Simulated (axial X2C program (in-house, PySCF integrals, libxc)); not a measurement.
**A two-component session on TeCr: properties at the nuclei**

Wanted for TeCr: properties at the nuclei, at the two-component level.

Method: two-component X2C with atomic mean-field terms, Te dyall-cv3z, Cr dyall-cv3z; program: an in-house X2C program for linear molecules on PySCF integrals.

All values are calculated.

**1. Input**

The input, task.json:

```json
{
 "zs": [
  52,
  24
 ],
 "q": 0,
 "bas": [
  "dyall-cv3z",
  "dyall-cv3z"
 ],
 "r0": 2.39,
 "levels": [
  "PBE0",
  "HF",
  "BHandHLYP",
  "PBE50",
  "LDA"
 ],
 "nst": 3
}
```

Keys: zs atomic numbers; q charge; bas basis sets; r0 starting distance in Å; levels methods (HF also brings MP2); nst determinants followed.

Started as:

```console
python soeom.py task.json out
```

The runs that follow: Expectation values, lowest determinant; Expectation values, a higher determinant; Expectation values, a higher determinant.

What does the calculation give? Wanted: lowest determinant; Eeff magnitude; Ws magnitude Te; A∥/gI Te; qzz Te; higher determinant (for each run or level that gives them).

The runs gave:

| quantity | value |
| --- | --- |
| lowest determinant | Ω = 1 (excess of +ω over −ω: ω = -3/2, ω = 5/2) |
| Eeff magnitude (GV/cm), PBE0 | 2.53 |
| Ws magnitude Te (kHz), PBE0 | 1.49 |
| A∥/gI Te (MHz), PBE0 | -699 |
| qzz Te (a.u.), PBE0 | -0.40 |
| higher determinant | Ω = 3 (excess of +ω over −ω: ω = 1/2, ω = 5/2) |
| Eeff magnitude (GV/cm), PBE0, higher determinant | 0.653 |
| Ws magnitude Te (kHz), PBE0, higher determinant | 0.107 |
| A∥/gI Te (MHz), PBE0, higher determinant | 389 |
| qzz Te (a.u.), PBE0, higher determinant | -0.45 |
| higher determinant | Ω = 4 (excess of +ω over −ω: ω = 3/2, ω = 5/2) |
| Eeff magnitude (GV/cm), PBE0, higher determinant | 1.34 |
| Ws magnitude Te (kHz), PBE0, higher determinant | 0.209 |
| A∥/gI Te (MHz), PBE0, higher determinant | 169 |
| qzz Te (a.u.), PBE0, higher determinant | -1.92 |

**Reading.** In the first state, the effective field runs from 1.25 to 5.39 GV/cm over the mean-field levels, so the levels don't agree on it. The expectation values come from single determinants, which for open shells can mix terms of unlike spin or miss the lowest Ω, so a determinant need not be a state. Eeff is the effective electric field on the electron dipole moment in this Ω state and Ws the scalar–pseudoscalar constant (defined with the proton number Z and per Ω); A∥ is the parallel hyperfine constant, which follows by multiplying with the nuclear g factor gI = μI/(I μN); qzz is the electric field gradient, eQq0 = 234.96 MHz × Q/barn × qzz; μ is positive if Cr is the positive end. The operators were transformed with the bare-nucleus X2C matrices.
